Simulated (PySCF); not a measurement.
The system is AsH3, in a box.

```xyz
4
Lattice="12.0000 0.0000 0.0000 0.0000 11.0000 0.0000 0.0000 0.0000 11.0000" Properties=species:S:1:pos:R:3 pbc="T T T"
As    5.8643    6.0462    5.0455
H     6.4300    6.1889    6.4510
H     5.0120    4.8531    5.4526
H     7.0139    5.1461    4.6171
```

Base run:

```yaml
Program: PySCF 2.14.0
Functional: SOGGA11
Potentials_or_basis: pob-tzvp-rev2 (all-electron)
k_mesh: 1 × 1 × 1
Occupations: fixed
Spin: no spin polarisation
```

Its results: gap between the frontier levels 6.66 eV.

Task: After a change of settings the same cell gave: gap between the frontier levels 7.13 eV. Which change was it?
A. functional from SOGGA11 to HSE03
B. functional from SOGGA11 to r2SCAN0; dispersion from none to D4
C. functional from SOGGA11 to HLE16

Result: C.

Caveats: this is a molecule in a periodic box at the Γ point, so its band gap is the HOMO-LUMO gap; relativity is left out, which matters for the heavier elements; the basis of atomic orbitals isn't converged, which shifts pressures, moduli and gaps.

Runs at the PBE level aren't shown here.
